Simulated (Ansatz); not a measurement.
Predict the output of the script below (Ansatz 0.2.0, Python API).

`c2hbrf2.py`
```python
import ansatz as az
from ase import Atoms

atoms = Atoms(["F", "C", "C", "F", "Br", "H"], positions=[
    [0.2992, -1.1057, 1.4454],
    [0.0331, 0.0059, 0.7054],
    [0.0021, -0.0151, -0.5771],
    [0.2919, -1.1888, -1.228],
    [-0.3922, 1.4688, -1.6284],
    [-0.1993, 0.8438, 1.3628],
])

first = az.Crystal.molecule_from_ase(atoms).calculation()
first = first.basis(gaussian="def2-SVP").functional("r2scan0")
first = first.relax(force_tolerance=0.02, max_steps=80)
atoms.positions = first.run(threads=1).report["positions_ang"]

start = atoms.get_dihedral(3, 2, 1, 0)
energies = {}
for turn in range(0, 360, 30):
    turned = atoms.copy()
    turned.set_dihedral(3, 2, 1, 0, start + turn, indices=[0, 1, 5])
    calculation = (
        az.Crystal.molecule_from_ase(turned).calculation()
        .basis(gaussian="def2-SVP")
        .functional("r2scan0")
    )
    energies[round((start + turn) % 360)] = calculation.run(threads=1).report["free_energy_ev"]
floor = min(energies.values())
print("dihedral F3-C2-C1-F0 (deg)   E - E(min) (kJ/mol)")
for angle, e in sorted(energies.items()):
    print(f"{angle:8d} {96.485332 * (e - floor):14.3f}  " + "#" * int(30 * (e - floor) / max(max(energies.values()) - floor, 1e-9)))
```

`python c2hbrf2.py` gives:
```text
dihedral F3-C2-C1-F0 (deg)   E - E(min) (kJ/mol)
       0          3.489
      30         49.372  ###
      60        180.788  ##############
      90        381.910  #############################
     120        178.944  ##############
     150         46.135  ###
     180          0.000
     210         46.182  ###
     240        179.033  ##############
     270        382.029  ##############################
     300        180.699  ##############
     330         49.325  ###
```

The scan is rigid and the energies are electronic, in a modest basis. With rigid groups the curve can differ much from the relaxed path, the start wasn't checked as a minimum of this torsion, and equivalent turns needn't return to the same energy. The whole script took 2.2 min on 1 thread of Arm Neoverse V1, with other jobs on the host, peak memory 0.29 GiB.
